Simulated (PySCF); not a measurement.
# SiF3⁺: changing the method

Aim: see what other functionals and later steps give for SiF3⁺.

Program: PySCF 2.14.0. Level of theory: each script names its method and basis. These are calculated values, not measurements.

### Step 1. Starting geometry

SiF3⁺: 4 atoms, charge 1, spin multiplicity 1.

Bond lengths: Si1–F2 1.487 Å, Si1–F3 1.487 Å, Si1–F4 1.487 Å. Angles: F2–Si1–F3 120.0°, F2–Si1–F4 120.0°, F3–Si1–F4 120.0°.

As a file:

```xyz
4
charge 1, multiplicity 1
Si    0.0000    0.0000    0.0000
F     1.4870    0.0000    0.0000
F    -0.7434    1.2877    0.0000
F    -0.7435   -1.2877    0.0000
```

### Step 2. The base run

The input, input.py:

```python
from pyscf import gto, dft

mol = gto.M(
    atom='Si 0 0 0; F 1.487 0 0; F -0.7434 1.2877 0; F -0.7435 -1.2877 0',
    basis='sbkjc',
    ecp={'Si': 'sbkjc', 'F': 'sbkjc'},
    charge=1,
    spin=0,
    verbose=3,
)
mf = dft.UKS(mol, xc='m06l')
mf = mf.density_fit(auxbasis='def2-universal-jkfit')
mf.kernel()
mf.mulliken_pop()
mf.dip_moment()
print('orbital energies (hartree):', [e[max(0, n-3):n+3].round(4) for e, n in zip(mf.mo_energy, mol.nelec)])
```

The run is started by

```bash
OMP_NUM_THREADS=1 python input.py
```

### Step 3. EOM-EA (UHF)

Edit 1 changes step after the SCF: analyze → eomea; SCF type: UKS → UHF; functional: m06l → none (Hartree–Fock); number of roots: none → 6.

Changes to input.py since step 2:

```diff
@@ -1,2 +1,2 @@
-from pyscf import gto, dft
+from pyscf import gto, scf, cc
 
@@ -10,6 +10,9 @@
 )
-mf = dft.UKS(mol, xc='m06l')
+mf = scf.UHF(mol)
 mf = mf.density_fit(auxbasis='def2-universal-jkfit')
 mf.kernel()
-mf.mulliken_pop()
+mycc = cc.CCSD(mf)
+mycc.kernel()
+e = mycc.eaccsd(nroots=6)[0]
+print('roots (eV) =', (e*27.211386).round(3))
 mf.dip_moment()
```

### Step 4. M062x

Edit 2 changes functional: m06l → m062x.

Changes to input.py since step 2:

```diff
@@ -10,3 +10,3 @@
 )
-mf = dft.UKS(mol, xc='m06l')
+mf = dft.UKS(mol, xc='m062x')
 mf = mf.density_fit(auxbasis='def2-universal-jkfit')
```

### Step 5. B3lyp

Edit 3 changes functional: m06l → b3lyp.

Changes to input.py since step 2:

```diff
@@ -10,3 +10,3 @@
 )
-mf = dft.UKS(mol, xc='m06l')
+mf = dft.UKS(mol, xc='b3lyp')
 mf = mf.density_fit(auxbasis='def2-universal-jkfit')
```

### Step 6. Wb97

Edit 4 changes functional: m06l → wb97.

Changes to input.py since step 2:

```diff
@@ -10,3 +10,3 @@
 )
-mf = dft.UKS(mol, xc='m06l')
+mf = dft.UKS(mol, xc='wb97')
 mf = mf.density_fit(auxbasis='def2-universal-jkfit')
```

What does the calculation give? Wanted: for each run, E(SCF); from base; after the SCF.

The runs gave:

| run | E(SCF) (hartree) | from base (eV) | after the SCF |
| --- | --- | --- | --- |
| base | -75.971001 | 0 | n/a |
| EOM-EA (UHF) | -74.905343 | not comparable | CCSD correlation -9.057 eV, first root -6.90 eV |
| m062x | -75.990748 | not comparable | n/a |
| b3lyp | -76.003373 | not comparable | n/a |
| wb97 | -75.984497 | not comparable | n/a |

In words: Total energies of different functionals can't be compared with each other; differences within one functional can. The dearest run is “EOM-EA (UHF)”, at 22 s against 6.7 s.
